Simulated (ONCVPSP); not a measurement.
# An ONCV potential for Cl, from input to tests

Task: generate the file, and judge it by its errors in other configurations, its logarithmic derivatives, its ghosts and its cutoff.

Program: ONCVPSP 4.0.1. Reference atom: PBE, scalar-relativistic, spherical and spin-unpolarised. All values are calculated.

**1. Starting point**

Typed settings, in words:

| Quantity | Value |
| --- | --- |
| element | chlorine (Cl, Z = 17) |
| type | optimised norm-conserving Vanderbilt (ONCV) |
| frozen core | [Ne] |
| valence charge | 7 |
| reference configuration | 3s2 3p5 |
| partial waves | 3s: rc 1.30 bohr, ncon 4, nbas 8, qcut 4.8 1/bohr, 3 projectors, debl 1.9 Ha; 3p: rc 1.50 bohr, ncon 4, nbas 7, qcut 6.2 1/bohr, 2 projectors, debl 2 Ha; d scattering state at 0.13 Ha: rc 1.30 bohr, ncon 4, nbas 7, qcut 6.5 1/bohr, 1 projector |
| local potential | polynomial inside 1.05 bohr (lpopt 5, dvloc0 6 Ha) |
| core correction | Teter function, fcfact 3.5, rcfact 1.65 |

**2. Generation**

Input file Cl.dat:

```
# ATOM AND REFERENCE CONFIGURATION
# atsym  z   nc   nv     iexc    psfile
  Cl 17.00    3    2        4      upf
#
#   n    l    f
    1    0    2.00
    2    0    2.00
    2    1    6.00
    3    0    2.00
    3    1    5.00
#
# PSEUDOPOTENTIAL AND OPTIMIZATION
# lmax
    2
#
#   l,   rc,      ep,       ncon, nbas, qcut
    0    1.30    0.00    4    8    4.80
    1    1.50    0.00    4    7    6.20
    2    1.30    0.13    4    7    6.50
#
# LOCAL POTENTIAL
# lloc, lpopt,  rc(5),   dvloc0
    4    5    1.05    6.00
#
# VANDERBILT-KLEINMAN-BYLANDER PROJECTORs
# l, nproj, debl
    0    3    1.90
    1    2    2.00
    2    1    1.00
#
# MODEL CORE CHARGE
# icmod, fcfact, rcfact
    3    3.50    1.65
#
# LOG DERIVATIVE ANALYSIS
# epsh1, epsh2, depsh
   -2.00    5.00    0.02
#
# OUTPUT GRID
# rlmax, drl
    6.00    0.01
#
# TEST CONFIGURATIONS
# ncnf
    4
# nvcnf
#   n    l    f
    2
    3    0    2.00
    3    1    4.00
#
    2
    3    0    2.00
    3    1    3.00
#
    2
    3    0    2.00
    3    1    2.00
#
    2
    3    0    2.00
    3    1    1.00
#
```

The run is started by

```bash
$ oncvpsp.x < Cl.dat > Cl.out
```

Q: Predict the outcome of this session. Wanted: cutoffs for 1 and 0.1 mHa per electron, occupied waves; bound ghosts; GHOST(+) flags; largest test error; largest phase difference near zero energy, channels read; rms error of d²Exc/dn², without and with the model core.

As calculated:

```
                                                quantity                                    value
  cutoffs for 1 and 0.1 mHa per electron, occupied waves                          38 Ha and 94 Ha
                                            bound ghosts                         s at -1771.68 eV
                                          GHOST(+) flags  s at 314 eV, s at 1168 eV, s at 2045 eV
                            largest test error (AE − PS)                     +33 meV, for 3s2 3p1
largest phase difference near zero energy, channels read                                0.001 rad
 rms error of d²Exc/dn², without and with the model core                        1.38 and 2.24 mHa
```

In words: A bound ghost (s) makes it unfit for use: electrons can fall into a state that the atom doesn't have. The worst unpolarised test, 3s2 3p1, is off by 33 meV on 129.9 eV; by total energies transferability rates as fair. That test lies far up in energy; among those under 40 eV, nearer to bonding, the largest error is 6.7 meV. The potential is hard: the looser tolerance needs 38 Ha. At the looser tolerance the 3s wave is the slowest; 3p needs 8 Ha. Near zero energy the phases of the channels with partial waves agree within 0.001 rad. The program also flags highly localised states, GHOST(+) (s).
